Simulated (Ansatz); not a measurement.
# NbPO4: the cost of one run

Computed with Ansatz 0.2.0 (DFT PBE, scalar-relativistic, plane waves, PAW, unless a step's input says otherwise).

1 further run of the same task is left out (set aside as unsound or not needed).

## 1. The structure to begin with

Symmetry: F-43m, No. 216, cubic system. Conventional cell: a = 6.552 Å, b = 6.552 Å, c = 6.552 Å, α = 90.00°, β = 90.00°, γ = 90.00°. Nb (site symmetry -43m) has 4 O at 1.44 Å as nearest neighbours. P (site symmetry -43m) has 12 O at 2.71 Å as nearest neighbours. O (site symmetry 3m) is surrounded by 1 Nb at 1.44 Å.

Coordinates:

```xyz
6
Lattice="0.0000 3.2758 3.2758 3.2758 0.0000 3.2758 3.2758 3.2758 0.0000" Properties=species:S:1:pos:R:3 pbc="T T T"
Nb    0.0000    0.0000    0.0000
P     3.2758    3.2758    3.2758
O     0.8321    2.4438    2.4438
O     0.8321    0.8321    0.8321
O     2.4438    0.8321    2.4438
O     2.4438    2.4438    0.8321
```

Recipe of the guess: species swapped into a database cell of AgClO4 (F-43m, No. 216), with P on the Ag sites and Nb on the Cl sites. Its size is a rough estimate.

## 2. The guess as it stands, on a coarse mesh

input.yaml

```yaml
crystal:
  lattice:
    - [0.0, 3.27583864, 3.27583864]
    - [3.27583864, 0.0, 3.27583864]
    - [3.27583864, 3.27583864, 0.0]
  atoms:
    - { symbol: Nb, position: [0.0, 0.0, 0.0] }
    - { symbol: P, position: [0.5, 0.5, 0.5] }
    - { symbol: O, position: [0.61899999, 0.127, 0.127] }
    - { symbol: O, position: [0.127, 0.127, 0.127] }
    - { symbol: O, position: [0.127, 0.61899999, 0.127] }
    - { symbol: O, position: [0.127, 0.127, 0.61899999] }
basis:
  ecutwfc: 420
kpoints:
  mp_grid: { grid: [4, 4, 4] }
hamiltonian:
  xc: pbe
scf:
  occupations: { method: gaussian, width: 0.1 }
  lower_state_search: "off"
output:
  forces: true
  stress: true
  eigenvalues: true
```

On the command line:

```
> ansatz run input.yaml --threads 1 --pin off --max-ram 2048MiB --backend cpu --events-out ev --progress --plain --runs-dir out
```

What time and memory should one allow on 1 thread of Arm Neoverse V2, shared host?

About 2.5 s, with a peak of 0.29 GiB.
